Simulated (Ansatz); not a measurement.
# CuO2: convergence and cost

The task here is to estimate one member of a computed series from the others.

Method: DFT PBEsol, scalar-relativistic, plane waves, PAW for the base; runs at other levels say so in their headings and inputs, in Ansatz 0.2.0.

2 further runs of the same task are left out: 1 that didn't finish, 1 set aside as unsound or not needed.

**The starting structure**

Symmetry: Cmcm, No. 63, orthorhombic system. Conventional cell: a = 2.825 Å, b = 10.421 Å, c = 4.343 Å, α = 90.00°, β = 90.00°, γ = 90.00°. Around Cu (site symmetry m2m) lie 6 O at 1.86 to 2.22 Å. O (site symmetry m2m) has 2 Cu at 1.86 Å in its first shell of neighbours. Around O (site symmetry m2m) lie 4 Cu at 1.90 to 2.22 Å.

As a file:

```cif
data_structure
_symmetry_space_group_name_H-M 'Cmcm'
_symmetry_Int_Tables_number 63
_cell_length_a 2.8252
_cell_length_b 10.4215
_cell_length_c 4.3434
_cell_angle_alpha 90.000
_cell_angle_beta 90.000
_cell_angle_gamma 90.000
_cell_volume 127.88
loop_
_atom_site_label
_atom_site_type_symbol
_atom_site_symmetry_multiplicity
_atom_site_Wyckoff_symbol
_atom_site_fract_x
_atom_site_fract_y
_atom_site_fract_z
_atom_site_occupancy
Cu1 Cu 4 c 0.50000 0.66725 0.25000 1
O1 O 4 c 0.00000 0.55149 0.25000 1
O2 O 4 c 0.00000 0.78897 0.25000 1
```

Source of the structure: the Materials Project (structure only). It is taken as it stands there.

**The base input**

The input, input.yaml:

```yaml
crystal:
  lattice:
    - [1.412615, -5.210747, 0.0]
    - [1.412615, 5.210747, 0.0]
    - [0.0, 0.0, 4.343424]
  atoms:
    - { symbol: Cu, position: [0.832747, 0.167253, 0.25] }
    - { symbol: Cu, position: [0.167253, 0.832747, 0.75] }
    - { symbol: O, position: [0.448514, 0.551486, 0.25], spin: 0.35 }
    - { symbol: O, position: [0.551486, 0.448514, 0.75], spin: 0.35 }
    - { symbol: O, position: [0.21103, 0.78897, 0.25] }
    - { symbol: O, position: [0.78897, 0.21103, 0.75] }
basis:
  ecutwfc: 420
kpoints:
  mp_grid: { grid: [14, 14, 8] }
hamiltonian:
  xc: pbesol
scf:
  occupations: { method: gaussian, width: 0.1 }
output:
  forces: true
  stress: true
  eigenvalues: true
  populations: true
magnetization:
  spin_polarized: true
```

It was run beforehand and gave: -2568.5107 eV/atom at zero smearing, pressure -8.26 GPa, largest force 0.536 eV/Å, no gap on the mesh, site moments O +0.35 (×2) μB, in 21 SCF cycles and 76 s.

Set-up of the first run:

The input, input.yaml:

```yaml
crystal:
  lattice:
    - [1.412615, -5.210747, 0.0]
    - [1.412615, 5.210747, 0.0]
    - [0.0, 0.0, 4.343424]
  atoms:
    - { symbol: Cu, position: [0.832747, 0.167253, 0.25] }
    - { symbol: Cu, position: [0.167253, 0.832747, 0.75] }
    - { symbol: O, position: [0.448514, 0.551486, 0.25], spin: 0.38 }
    - { symbol: O, position: [0.551486, 0.448514, 0.75], spin: 0.38 }
    - { symbol: O, position: [0.21103, 0.78897, 0.25] }
    - { symbol: O, position: [0.78897, 0.21103, 0.75] }
basis:
  ecutwfc: 420
kpoints:
  mp_grid: { grid: [14, 14, 8] }
hamiltonian:
  xc: lda
scf:
  occupations: { method: gaussian, width: 0.1 }
output:
  forces: true
  stress: true
  eigenvalues: true
  populations: true
magnetization:
  spin_polarized: true
```

Command:

```
> ansatz run input.yaml --threads 1 --pin off --max-ram 2560MiB --backend cpu --events-out ev --progress --plain --runs-dir out
```

Steps of the session up to this table: Functional: LDA; Functional: PBE; Functional: r2SCAN.

One of the session's tables, all rows but one given; the rest of the session is left out.

It belongs to the step «What the functional changes». 

| functional | pressure (GPa) | largest force (eV/Å) |
| --- | --- | --- |
| PBEsol | -8.3 | 0.536 |
| LDA | -14.7 | 0.810 |
| PBE | -1.2 | 0.269 |
| r2SCAN | ? | ? |

**Question.** Estimate the row for r2SCAN.

The run gave: pressure (GPa): -7.5; largest force (eV/Å): 0.689. In the column «pressure (GPa)» it lies between PBEsol (-8.3) and PBE (-1.2).

To keep in mind: The listed cell is far from this method's equilibrium (-8.3 GPa, forces up to 0.54 eV/Å), so its values are not those of the relaxed crystal. Other magnetic orders or occupations could lie lower; they were not searched in full. Warnings in the runs' records: stability check not made.
